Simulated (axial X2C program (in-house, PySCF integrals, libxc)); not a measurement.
**TeSe⁻: properties at the nuclei**

Aim: properties at the nuclei of TeSe⁻, with spin–orbit coupling in the Hamiltonian from the start.

The runs use an in-house X2C program for linear molecules on PySCF integrals; two-component X2C with atomic mean-field terms, Te dyall-acv3z, Se dyall-acv3z.

All values are calculated.

### 1 Input

task.json

```json
{"zs": [52, 34], "q": -1, "bas": ["dyall-acv3z", "dyall-acv3z"], "r0": 2.35, "levels": ["PBE0", "HF", "PBE50", "TPSSh", "BP86"], "nst": 3}
```

Keys: zs atomic numbers; q charge; bas basis sets; r0 starting distance in Å; levels methods (HF also brings MP2); nst determinants followed.

The run is started by

```
$ python soeom.py task.json out
```

The runs that follow: Expectation values, lowest determinant; Expectation values, a higher determinant; Expectation values, a higher determinant.

What does the calculation give? Wanted: lowest determinant; Eeff magnitude; Ws magnitude Te; A∥/gI Te; qzz Te; higher determinant (for each run or level that gives them).

The runs gave:

| quantity | value |
| --- | --- |
| lowest determinant | Ω = 3/2 (excess of +ω over −ω: ω = 3/2) |
| Eeff magnitude (GV/cm), PBE0 | 0.498 |
| Ws magnitude Te (kHz), PBE0 | 0.281 |
| A∥/gI Te (MHz), PBE0 | 304 |
| qzz Te (a.u.), PBE0 | 6.70 |
| higher determinant | Ω = 1/2 (excess of +ω over −ω: ω = 1/2) |
| Eeff magnitude (GV/cm), PBE0, higher determinant | 0.914 |
| Ws magnitude Te (kHz), PBE0, higher determinant | 0.655 |
| A∥/gI Te (MHz), PBE0, higher determinant | 1970 |
| qzz Te (a.u.), PBE0, higher determinant | 6.67 |
| higher determinant | Ω = 1/2 (excess of +ω over −ω: 2 × ω = -1/2, ω = 3/2) |
| Eeff magnitude (GV/cm), PBE0, higher determinant | 6.83 |
| Ws magnitude Te (kHz), PBE0, higher determinant | 10.8 |
| A∥/gI Te (MHz), PBE0, higher determinant | -2470 |
| qzz Te (a.u.), PBE0, higher determinant | 0.93 |

**Reading.** In the first state, the effective field runs from 0.3 to 1.65 GV/cm over the mean-field levels, so the levels don't agree on it. The expectation values come from single determinants, which for open shells can mix terms of unlike spin or miss the lowest Ω, so a determinant need not be a state. Eeff is the effective electric field on the electron dipole moment in this Ω state and Ws the scalar–pseudoscalar constant (defined with the proton number Z and per Ω); A∥ is the parallel hyperfine constant, which follows by multiplying with the nuclear g factor gI = μI/(I μN); qzz is the electric field gradient, eQq0 = 234.96 MHz × Q/barn × qzz. The operators were transformed with the bare-nucleus X2C matrices.
